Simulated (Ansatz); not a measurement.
# MgCu2S2: the cost of one run

All numbers are computed with the Python package of Ansatz 0.2.0. The levels of theory stand in the script.

## 1. The structure

It takes space group R3m (No. 160, trigonal). Conventional cell: a = 3.881 Å, b = 3.881 Å, c = 20.359 Å, α = 90.00°, β = 90.00°, γ = 120.00°. Mg (site symmetry 3m) has 4 S at 2.40 to 2.53 Å in its first shell of neighbours. Cu (site symmetry 3m) is surrounded by 4 S at 2.28 to 2.43 Å. Around Cu (site symmetry 3m) lie 3 S at 2.24 Å. Around S (site symmetry 3m) lie 3 Cu at 2.43 Å and 3 Mg at 2.53 Å. Around S (site symmetry 3m) lie 4 Cu at 2.24 to 2.28 Å and 1 Mg at 2.40 Å.

No structure file is read: the coordinates are typed or built in the script.

## 2. The code

run_nc_paw.py reads:

```python
"""Two kinds of potentials on MgCu2S2."""

import ansatz as az
import numpy as np


def count_gap(report):
    # lowest empty less highest filled band, counting bands; zero where they overlap
    return max(report.get("gap_by_band_count_ev") or 0.0, 0.0)

crystal = (
    az.Lattice.from_parameters(3.8806, 3.8806, 20.35896, alpha=90, beta=90, gamma=120)
    .space_group(160)
    .atom("Mg", (1 / 3, 2 / 3, 0.04427))
    .atom("Cu", (1 / 3, 2 / 3, 0.27424))
    .atom("Cu", (0.0, 0.0, 0.1567))
    .atom("S", (2 / 3, 1 / 3, 0.32009))
    .atom("S", (1 / 3, 2 / 3, 0.16224))
    .primitive()
)

calculation = (
    crystal.calculation()
    .kpoints(6, 6, 6)
    .functional("lda")
    .occupations("Methfessel-Paxton", width=0.05)
    .stress()
    .forces()
    .band_table()
)
variants = {
    "PAW": calculation.pseudopotentials("paw"),
    "norm-conserving": calculation.pseudopotentials("nc"),
}
# totals differ by the cores that each treatment holds, so compare what does not depend on them
rows = []
for label, variant in variants.items():
    data = variant.run(threads=1).report
    levels = np.array(data["eigenvalues_ev"][0]) - data["fermi_energy_ev"]
    print(label, "levels at the first k-point near E_F:", np.round(levels[np.abs(levels) < 5], 3))
    rows.append((label, data["n_electrons"], np.trace(data["stress_gpa"]) / 3, float(np.abs(data["forces_ev_ang"]).max()), count_gap(data)))
for row in rows:
    print("; ".join(f"{name} = {round(v, 4) if isinstance(v, float) else v}" for name, v in zip(["treatment", "electrons in bands", "P GPa", "max force component eV/A", "gap by band count eV"], row)))
```

## 3. The calls as engine input

The engine receives this input (first run):

```yaml
crystal:
  lattice:
    a: 3.8806
    b: 3.8806
    c: 20.35896
    alpha: 90.0
    beta: 90.0
    gamma: 120.0
  space_group: 160
  atoms:
    - { symbol: Mg, position: [0.3333333333333333, 0.6666666666666666, 0.04427] }
    - { symbol: Cu, position: [0.3333333333333333, 0.6666666666666666, 0.27424] }
    - { symbol: Cu, position: [0.0, 0.0, 0.1567] }
    - { symbol: S, position: [0.6666666666666666, 0.3333333333333333, 0.32009] }
    - { symbol: S, position: [0.3333333333333333, 0.6666666666666666, 0.16224] }
  reduce_to_primitive: true
kpoints:
  mp_grid:
    grid: [6, 6, 6]
hamiltonian:
  xc: lda
  pseudopotentials:
    kind: paw
scf:
  occupations:
    method: methfessel_paxton
    width: 0.05
output:
  forces: true
  stress: true
  eigenvalues: true
```

## 4. Launch

Run with:

```bash
python run_nc_paw.py
```

**Question.** How long does this script take on 1 thread of Arm Neoverse V1, shared host, and how much memory does it need?

About 52 s, with a peak of 0.64 GiB.
